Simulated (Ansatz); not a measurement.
**BHBr+ (quintet): wave-function methods side by side, cc-pVDZ**

An exercise on one series of results from a longer session: the logs are not shown, and one member is left open.

Computed with Ansatz 0.2.0, Gaussian basis. Level: cc-pVDZ, core rule «outside noble gas», up to 15 orbitals frozen.

Plan: UHF; CCSD(T) on ROHF; CCSD(T) on UHF; BCCD(T) on ROHF; CISD as a restricted active space (open shells left free, so some higher excitations enter); CCSDT(Q) on ROHF; CCSDT(Q) on UHF.

35 further runs of the same task are left out: 6 for a known fault of the program, 12 that didn't finish, 17 set aside as unsound or not needed. Runs told in other sessions of the task aren't counted.

## What is computed

The geometry is a PBE0/def2-TZVP stationary point (not a proven minimum) of the parent state, kept for this charge and spin. No spin-orbit coupling is included. The filled d shell of Br may be among the frozen orbitals whatever the setting's name suggests.

3 atoms, charge 1, spin multiplicity 5.

Atoms are counted from 1 here; the program's logs count them from 0.

Bond lengths: B1–Br2 1.977 Å, B1–H3 1.279 Å. Angles: Br2–B1–H3 79.0°.

Set-up of the first run:

in.yaml

```yaml
crystal:
  periodic: [false, false, false]
  atoms:
    - {symbol: B, position_ang: [0.000000, -0.188124, 1.715115]}
    - {symbol: Br, position_ang: [0.000000, 0.011759, -0.252218]}
    - {symbol: H, position_ang: [0.000000, 1.085637, 1.598465]}
basis:
  gaussian: {orbitals: cc-pVDZ}
total_charge: 1
magnetization: {spin_polarized: true, initial_magnetization: 4}
hamiltonian: {xc: hf}
output: {orbitals: {seedname: orbitals}}
```

The run is started by

```
$ ansatz run in.yaml --threads 1 --pin off --events-out ev --progress --plain --max-ram 2393MiB
```

Steps of the session up to this table: UHF; CCSD(T) on ROHF; CCSD(T) on UHF; BCCD(T) on ROHF; CISD as a restricted active space (open shells left free, so some higher excitations enter); CCSDT(Q) on ROHF; CCSDT(Q) on UHF.

One of the session's tables, all rows but one given; the rest of the session is left out.

| method | from UCCSDT(Q) (meV) |
| --- | --- |
| ROHF | +4616.4 |
| UHF | +4429.3 |
| RMP2 | +839.2 |
| UMP2 | +852.6 |
| CISD | +340.3 |
| RCCSD | +149.3 |
| UCCSD | +139.8 |
| RCCSD(T) | +34.8 |
| UCCSD(T) | +29.9 |
| BCCD(T) | ? |
| RCCSDT | +12.4 |
| UCCSDT | +7.3 |
| RCCSDT(Q) | +5.3 |
| UCCSDT(Q) | 0 |

Q: Estimate the row for BCCD(T) from the others.

As computed: from UCCSDT(Q) (meV): +35.4. In the column «from UCCSDT(Q) (meV)» it lies between RCCSD(T) (+34.8) and UCCSD (+139.8).

To keep in mind: Restricted and unrestricted rows rest on different reference determinants; a gap between their highest levels can come from leftover correlation error, from unlike frozen cores or from another state.
